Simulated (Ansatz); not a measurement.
# CH6ClFGeSi: one species, many methods

One table from this session's results is given with a row withheld; the runs are named, their logs left out.

Computed with Ansatz 0.2.0, Gaussian basis. Level: functionals in def2-TZVPP, the program's frozen cores in correlated methods.

Levels to be run: LDA (SPW92), PBE-D4, revPBE-D4, BLYP-D4, r2SCAN-D4, B97M-V, PBE0-D4, B3LYP-D4, r2SCANh-D4, r2SCAN0-D4, HSE06-D4, BHLYP-D4, CAM-B3LYP-D4, LC-ωPBE, ωB97X-V, ωB97M-V, B2PLYP, PBE-QIDH; CCSD(T)/def2-SVP; CCSD(T)/def2-TZVPP; MP2/def2-QZVPP; extrapolation to the limit; RPA on PBE.

## The geometry

An earlier PBE0-D4 in a triple-zeta def2 set relaxation fixed the geometry.

SMILES `[CH3][Ge]([F])([SiH3])[Cl]`, 11 atoms, charge 0, spin multiplicity 1.

Atoms are counted from 1 here; the program's logs count them from 0.

Bond lengths: C1–Ge2 1.935 Å, C1–H6 1.090 Å, C1–H7 1.090 Å, C1–H8 1.091 Å, Ge2–F3 1.745 Å, Ge2–Si4 2.387 Å, Ge2–Cl5 2.159 Å, Si4–H9 1.485 Å, Si4–H10 1.482 Å, Si4–H11 1.485 Å. Angles: Ge2–C1–H6 108.6°, Ge2–C1–H7 110.1°, Ge2–C1–H8 109.8°, H6–C1–H7 109.3°, H6–C1–H8 109.4°, H7–C1–H8 109.5°, C1–Ge2–F3 106.0°, C1–Ge2–Si4 121.8°, C1–Ge2–Cl5 108.0°, F3–Ge2–Si4 107.1°, F3–Ge2–Cl5 104.8°, Si4–Ge2–Cl5 107.8°, Ge2–Si4–H9 108.2°, Ge2–Si4–H10 108.5°, Ge2–Si4–H11 109.2°, H9–Si4–H10 110.5°, H9–Si4–H11 109.8°, H10–Si4–H11 110.6°.

As a file:

```
C     0.1475   -1.0744    1.5410
Ge    0.6832    0.0236    0.0407
F     1.8260   -0.9296   -0.8707
Si   -0.9061    0.8906   -1.5149
Cl    1.8334    1.6832    0.8057
H     1.0405   -1.3737    2.0904
H    -0.5106   -0.5097    2.2021
H    -0.3727   -1.9632    1.1817
H    -1.8441    1.7722   -0.7750
H    -0.1776    1.6598   -2.5514
H    -1.6541   -0.2360   -2.1289
```

Set-up of the first run:

Input file in.yaml:

```yaml
crystal:
  periodic: [false, false, false]
  atoms:
    - {symbol: C, position_ang: [0.147476, -1.074356, 1.541034]}
    - {symbol: Ge, position_ang: [0.683237, 0.023550, 0.040661]}
    - {symbol: F, position_ang: [1.826010, -0.929560, -0.870661]}
    - {symbol: Si, position_ang: [-0.906125, 0.890601, -1.514936]}
    - {symbol: Cl, position_ang: [1.833385, 1.683194, 0.805740]}
    - {symbol: H, position_ang: [1.040516, -1.373663, 2.090418]}
    - {symbol: H, position_ang: [-0.510597, -0.509651, 2.202140]}
    - {symbol: H, position_ang: [-0.372745, -1.963250, 1.181707]}
    - {symbol: H, position_ang: [-1.844120, 1.772201, -0.775027]}
    - {symbol: H, position_ang: [-0.177600, 1.659834, -2.551357]}
    - {symbol: H, position_ang: [-1.654138, -0.236001, -2.128920]}
basis:
  gaussian: {orbitals: def2-TZVPP}
hamiltonian: {xc: lda}
output: {orbitals: {seedname: orbitals}}
```

Launch:

```bash
> ansatz run in.yaml --threads 2 --pin off --events-out ev --progress --plain --max-ram 31744MiB --backend cuda --devices 0, --max-vram 18GiB
```

Among the steps run: LDA; PBE-D4 (GGA); revPBE-D4 (GGA); BLYP-D4 (GGA); r2SCAN-D4 (meta-GGA); B97M-V (meta-GGA); B3LYP-D4 (hybrid); r2SCANh-D4 (hybrid); r2SCAN0-D4 (hybrid); HSE06-D4 (hybrid); BHLYP-D4 (hybrid); CAM-B3LYP-D4 (range-separated); LC-ωPBE (range-separated); ωB97X-V (range-separated); ωB97M-V (range-separated); B2PLYP (double hybrid); PBE-QIDH (double hybrid).

One of the session's tables, all rows but one given; the rest of the session is left out.

It belongs to the step «Frontier levels by functional». 

| functional | HOMO (eV) | gap (eV) |
| --- | --- | --- |
| LDA (SPW92) | -7.12 | 5.60 |
| PBE-D4 | -6.99 | 5.73 |
| revPBE-D4 | -6.94 | 5.79 |
| BLYP-D4 | -6.84 | 5.70 |
| r2SCAN-D4 | -7.29 | 6.30 |
| B97M-V | -7.42 | 6.36 |
| PBE0-D4 | -8.22 | 7.84 |
| B3LYP-D4 | -7.99 | 7.39 |
| r2SCANh-D4 | -7.74 | 7.05 |
| r2SCAN0-D4 | -8.41 | 8.16 |
| HSE06-D4 | -7.83 | 7.07 |
| BHLYP-D4 | -9.32 | 9.89 |
| CAM-B3LYP-D4 | ? | ? |
| LC-ωPBE | -10.81 | 12.61 |
| ωB97X-V | -10.47 | 12.17 |
| ωB97M-V | -10.28 | 11.73 |

Estimate the missing values for CAM-B3LYP-D4.

**Answer.** HOMO (eV): -9.50; gap (eV): 10.16. In the column «HOMO (eV)» it lies between ωB97M-V (-10.28) and BHLYP-D4 (-9.32).
